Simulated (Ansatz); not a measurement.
**GaBrCl₂: basis-set convergence**

One table from this session's results is given with a row withheld; the runs are named, their logs left out.

The runs use Ansatz 0.2.0, Gaussian basis; one geometry, several basis sets.

Levels to be run: PBE0-D4/def2-SVP; ωB97M-V/def2-SVP; PBE0-D4/def2-QZVPP; ωB97M-V/def2-QZVPP; the functionals' def2-TZVPP values are taken from earlier runs.

### The geometry

An earlier PBE0-D4 in a triple-zeta def2 set relaxation fixed the geometry.

SMILES `[Cl][Ga]([Cl])[Br]`, 4 atoms, charge 0, spin multiplicity 1.

Atoms are counted from 1 here; the program's logs count them from 0.

Bond lengths: Cl1–Ga2 2.115 Å, Ga2–Cl3 2.115 Å, Ga2–Br4 2.255 Å. Angles: Cl1–Ga2–Cl3 119.2°, Cl1–Ga2–Br4 120.4°, Cl3–Ga2–Br4 120.4°.

Coordinates:

```mol
BrCl2Ga
  3D, bonds by distance, orders not assigned

  4  3  0  0  0  0  0  0  0  0999 V2000
    1.2954    0.3197    1.6621 Cl  0  0
    0.0252   -0.0371    0.0096 Ga  0  0
   -0.4006   -2.0303   -0.5540 Cl  0  0
   -0.8646    1.6874   -1.1380 Br  0  0
  1  2  8  0
  2  3  8  0
  2  4  8  0
M  END
```

Set-up of the first run:

Input file in.yaml:

```yaml
crystal:
  periodic: [false, false, false]
  atoms:
    - {symbol: Cl, position_ang: [1.295438, 0.319715, 1.662103]}
    - {symbol: Ga, position_ang: [0.025188, -0.037123, 0.009612]}
    - {symbol: Cl, position_ang: [-0.400590, -2.030279, -0.553967]}
    - {symbol: Br, position_ang: [-0.864636, 1.687387, -1.138048]}
basis:
  gaussian: {orbitals: def2-SVP}
hamiltonian: {xc: pbe0, dispersion: d4}
output: {orbitals: {seedname: orbitals}}
```

Steps of the session up to this table: PBE0-D4 in def2-SVP; ωB97M-V in def2-SVP; PBE0-D4 in def2-QZVPP; ωB97M-V in def2-QZVPP.

One of the session's tables, all rows but one given; the rest of the session is left out.

It belongs to the step «Density functionals: the series». 

```
functional       basis  HOMO (eV)  LUMO (eV)
   PBE0-D4    def2-SVP      -8.90      -1.90
   PBE0-D4  def2-TZVPP      -9.01      -2.04
   PBE0-D4  def2-QZVPP      -9.03      -2.11
   ωB97M-V    def2-SVP     -11.08       0.14
   ωB97M-V  def2-TZVPP     -11.23      -0.09
   ωB97M-V  def2-QZVPP          ?          ?
```

Q: Estimate the row for ωB97M-V, def2-QZVPP from the others.

**Answer.** HOMO (eV): -11.26; LUMO (eV): -0.25. In the column «HOMO (eV)» it is the lowest.
